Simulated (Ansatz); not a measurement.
# CH₄FNSSi: one species, many methods

Aim: compute CH₄FNSSi with functionals from several rungs and with coupled cluster, and see how far each lands from CCSD(T) at the basis-set limit for the atomisation energy.

The runs use Ansatz 0.2.0, Gaussian basis; functionals in def2-TZVPP, the program's frozen cores in correlated methods.

Levels to be run: PBE-D4, r2SCAN-D4, PBE0-D4, B3LYP-D4, ωB97X-V, ωB97M-V, B2PLYP; CCSD(T)/def2-TZVPP; MP2/def2-QZVPP; extrapolation to the limit.

### Step 1. The relaxed structure

All runs share one geometry, relaxed beforehand with PBE0-D4/def2-TZVP.

SMILES `FC1N[SiH2]S1`, 9 atoms, charge 0, spin multiplicity 1.

Atoms are counted from 1 here; the program's logs count them from 0.

Bond lengths: F1–C2 1.376 Å, C2–N3 1.415 Å, C2–S5 1.848 Å, C2–H6 1.093 Å, N3–Si4 1.721 Å, N3–H7 1.006 Å, Si4–S5 2.133 Å, Si4–H8 1.485 Å, Si4–H9 1.485 Å. Angles: F1–C2–N3 112.5°, F1–C2–S5 111.0°, F1–C2–H6 105.7°, N3–C2–S5 101.5°, N3–C2–H6 115.6°, S5–C2–H6 110.8°, C2–N3–Si4 101.6°, C2–N3–H7 119.7°, Si4–N3–H7 136.1°, N3–Si4–S5 81.8°, N3–Si4–H8 115.5°, N3–Si4–H9 116.9°, S5–Si4–H8 115.4°, S5–Si4–H9 117.7°, H8–Si4–H9 108.0°, C2–S5–Si4 75.1°.

As a file:

```xyz
9
CH4FNSSi
F     0.0417    2.2175    0.4375
C     0.2183    1.0928   -0.3345
N     0.6989   -0.0074    0.4142
Si   -0.5453   -1.1682    0.1588
S    -1.4025    0.4449   -0.9421
H     0.8489    1.4054   -1.1713
H     1.6609   -0.0283    0.7061
H    -0.1582   -2.3547   -0.6463
H    -1.2740   -1.6483    1.3605
```

### Step 2. PBE-D4 (GGA)

in.yaml reads:

```yaml
crystal:
  periodic: [false, false, false]
  atoms:
    - {symbol: F, position_ang: [0.041651, 2.217469, 0.437522]}
    - {symbol: C, position_ang: [0.218264, 1.092771, -0.334530]}
    - {symbol: N, position_ang: [0.698854, -0.007425, 0.414215]}
    - {symbol: Si, position_ang: [-0.545304, -1.168196, 0.158764]}
    - {symbol: S, position_ang: [-1.402535, 0.444880, -0.942091]}
    - {symbol: H, position_ang: [0.848879, 1.405359, -1.171278]}
    - {symbol: H, position_ang: [1.660861, -0.028275, 0.706138]}
    - {symbol: H, position_ang: [-0.158180, -2.354670, -0.646306]}
    - {symbol: H, position_ang: [-1.273989, -1.648312, 1.360466]}
basis:
  gaussian: {orbitals: def2-TZVPP}
hamiltonian: {xc: pbe, dispersion: d4}
output: {forces: true, orbitals: {seedname: orbitals}}
```

Launch:

```console
$ ansatz run in.yaml --threads 4 --pin off --events-out ev --progress --plain --max-ram 10444MiB
```

The runs that follow: r2SCAN-D4 (meta-GGA); PBE0-D4 (hybrid); B3LYP-D4 (hybrid); ωB97X-V (range-separated); ωB97M-V (range-separated); B2PLYP (double hybrid); CCSD(T) in def2-TZVPP; MP2 in def2-QZVPP.

Before running them: what should the planned runs give, taken together? Wanted: atomisation energy, CCSD(T)/CBS; farthest; mean size of error, hybrid; mean size of error, range-separated; gap, smallest and largest; T1 diagnostic; triples share of the correlation energy.

**Answer**, as computed:

| quantity | value |
| --- | --- |
| atomisation energy, CCSD(T)/CBS | 33.013 eV |
| functionals within 0.165 eV (0.5 %) | r2SCAN-D4, PBE0-D4, B3LYP-D4 |
| farthest | PBE-D4 (+0.962 eV) |
| mean size of error, hybrid | 0.112 eV |
| mean size of error, range-separated | 0.310 eV |
| gap, smallest and largest | 4.66 eV (PBE-D4), 11.19 eV (ωB97X-V) |
| T1 diagnostic | 0.0123 |
| triples share of the correlation energy | 4.0 % |

**Reading.** PBE-D4 misses by +0.962 eV, or 0.107 eV for each of 9 bonds. Double hybrids carry the basis error of their MP2 part in triple zeta, and no dispersion term here, so their miss is partly the set-up's. The reference freezes the cores and leaves out relativity and excitations past (T), so misses under about 0.165 eV can't be ranked. Hartree-Fock recovers 68 % of the binding; the rest is correlation. Orbital gaps span 4.7 to 11.2 eV; exact exchange widens them.
